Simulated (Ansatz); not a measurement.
# CH6S2Si: the cost of one run

The runs use Ansatz 0.2.0, Gaussian basis; the settings change from run to run.

### 1 The molecule

The geometry comes from an earlier relaxation with PBE0-D4 in a triple-zeta def2 set; it is a stationary point, not always the lowest conformer.

SMILES `C[SiH](S)S`, 10 atoms, charge 0, spin multiplicity 1.

Atoms are counted from 1 here; the program's logs count them from 0.

Bond lengths: C1–Si2 1.860 Å, C1–H5 1.093 Å, C1–H6 1.092 Å, C1–H7 1.092 Å, Si2–S3 2.139 Å, Si2–S4 2.138 Å, Si2–H8 1.484 Å, S3–H9 1.343 Å, S4–H10 1.344 Å. Angles: Si2–C1–H5 110.6°, Si2–C1–H6 110.8°, Si2–C1–H7 110.0°, H5–C1–H6 108.4°, H5–C1–H7 108.7°, H6–C1–H7 108.4°, C1–Si2–S3 105.5°, C1–Si2–S4 113.5°, C1–Si2–H8 111.7°, S3–Si2–S4 112.3°, S3–Si2–H8 111.5°, S4–Si2–H8 102.6°, Si2–S3–H9 94.6°, Si2–S4–H10 94.5°.

### 2 wB97M-V/def2-TZVPD

Options: finite nuclei, the search for lower states set to light.

in.yaml reads:

```yaml
crystal:
  periodic: [false, false, false]
  atoms:
    - {symbol: C, position_ang: [-1.093307, 0.705559, -0.657794]}
    - {symbol: Si, position_ang: [0.068422, -0.568235, 0.040681]}
    - {symbol: S, position_ang: [0.126937, -0.195288, 2.145766]}
    - {symbol: S, position_ang: [2.013375, -0.522792, -0.844832]}
    - {symbol: H, position_ang: [-2.083977, 0.610118, -0.206250]}
    - {symbol: H, position_ang: [-0.722729, 1.714974, -0.465861]}
    - {symbol: H, position_ang: [-1.186571, 0.572483, -1.737485]}
    - {symbol: H, position_ang: [-0.388336, -1.949417, -0.254238]}
    - {symbol: H, position_ang: [1.052457, -1.136472, 2.395084]}
    - {symbol: H, position_ang: [2.296929, 0.717968, -0.412270]}
basis:
  gaussian: {orbitals: def2-TZVPD, nuclear_model: gaussian}
hamiltonian: {xc: {name: wB97M-V}}
scf: {lower_state_search: light}
output: {forces: true}
```

Launch:

```console
$ ansatz run in.yaml --threads 2 --pin off --events-out ev --progress --plain --max-ram 4352MiB
```

Q: Estimate wall time and peak memory on 2 threads of Arm Neoverse V1, shared host.

About 28 s, with a peak of 0.9 GiB.
